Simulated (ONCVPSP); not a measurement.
**Manganese: generating and testing an ONCV potential**

Task: generate the file, and judge it by its errors in other configurations, its logarithmic derivatives, its ghosts and its cutoff.

Program: ONCVPSP 4.0.1. Reference atom: PBE, scalar-relativistic, spherical and spin-unpolarised. All values are calculated.

## Step 1: The atom and the settings

The settings as typed:

```
element                 : manganese (Mn, Z = 25)
type                    : optimised norm-conserving Vanderbilt (ONCV)
frozen core             : [Ne] 3s2
valence charge          : 13
reference configuration : 3p6 3d5 4s1 4p1
partial waves           : 4s: rc 2.30 bohr, ncon 4, nbas 8, qcut 2.3 1/bohr, 2 projectors, debl 0.9 Ha; 3p+4p: rc 1.45 bohr, ncon 4, nbas 7, qcut 9.6 1/bohr, 2 projectors; 3d: rc 2.02 bohr, ncon 4, nbas 9, qcut 7.7 1/bohr, 1 projector
local potential         : polynomial inside 1.35 bohr (lpopt 5, dvloc0 -1 Ha)
core correction         : not asked for
```

The nodes and maxima of the atom's own shells, from an earlier all-electron run, set the scale for the radii.

All-electron outer shells of the reference configuration (PBE, scalar-relativistic, ld1.x):

```
shell  level (eV)  outermost node (bohr)  outermost maximum (bohr)
   2p     -631.74                      –                      0.19
   3s      -87.51                   0.34                      0.74
   3p      -56.22                   0.31                      0.75
   3d       -8.33                      –                      0.76
   4s       -6.09                   1.05                      2.47
   4p       -2.12                   1.16                      3.30
```

## Step 2: Generation

Input file Mn.dat:

```
# ATOM AND REFERENCE CONFIGURATION
# atsym  z   nc   nv     iexc    psfile
  Mn 25.00    4    4        4      upf
#
#   n    l    f
    1    0    2.00
    2    0    2.00
    2    1    6.00
    3    0    2.00
    3    1    6.00
    3    2    5.00
    4    0    1.00
    4    1    1.00
#
# PSEUDOPOTENTIAL AND OPTIMIZATION
# lmax
    2
#
#   l,   rc,      ep,       ncon, nbas, qcut
    0    2.30    0.00    4    8    2.30
    1    1.45    0.00    4    7    9.60
    2    2.02    0.00    4    9    7.70
#
# LOCAL POTENTIAL
# lloc, lpopt,  rc(5),   dvloc0
    4    5    1.35   -1.00
#
# VANDERBILT-KLEINMAN-BYLANDER PROJECTORs
# l, nproj, debl
    0    2    0.90
    1    2    0.70
    2    1    2.10
#
# MODEL CORE CHARGE
# icmod, fcfact, rcfact
    0    0.00    0.00
#
# LOG DERIVATIVE ANALYSIS
# epsh1, epsh2, depsh
   -4.00    5.00    0.02
#
# OUTPUT GRID
# rlmax, drl
    6.00    0.01
#
# TEST CONFIGURATIONS
# ncnf
    4
# nvcnf
#   n    l    f
    4
    3    1    6.00
    3    2    5.00
    4    0    2.00
    4    1    0.00
#
    4
    3    1    6.00
    3    2    5.00
    4    0    1.00
    4    1    0.00
#
    4
    3    1    6.00
    3    2    5.00
    4    0    0.00
    4    1    0.00
#
    4
    3    1    6.00
    3    2    5.00
    4    0    0.00
    4    1    1.00
#
```

Command:

```
$ oncvpsp.x < Mn.dat > Mn.out
```

What does the calculation give? Wanted: cutoffs for 1 and 0.1 mHa per electron, occupied waves; bound ghosts; GHOST(+) flags; largest test error; largest phase difference near zero energy, channels read.

**Answer**, as computed:

| quantity | value |
| --- | --- |
| cutoffs for 1 and 0.1 mHa per electron, occupied waves | 30 Ha and 36 Ha |
| bound ghosts | s at -8.62 eV |
| GHOST(+) flags | none at low energy |
| largest test error (AE − PS) | +5.4 meV, for 3p6 3d5 4s0 4p0 |
| largest phase difference near zero energy, channels read | 3.139 rad |

**Reading.** A bound ghost (s) makes it unfit for use: electrons can fall into a state that the atom doesn't have. By total energies transferability is good: the largest error is 5.4 meV on 20.2 eV, for 3p6 3d5 4s0 4p0. Atomic tests can pass in spite of a ghost, since they solve only for the levels asked. It counts as of middling hardness, with 30 Ha needed at the looser tolerance. At the looser tolerance the 3p wave is the slowest; 3d needs 24 Ha. Near zero energy the largest phase difference among the channels read is 3.14 rad, in the s channel. A step near π is an extra or missing state, not a misfit of shape. The pseudo curves have a pole with no partner nearby in the atom's: s at -0.32 Ha. These are tests on the free atom; a crystal test is still owed.
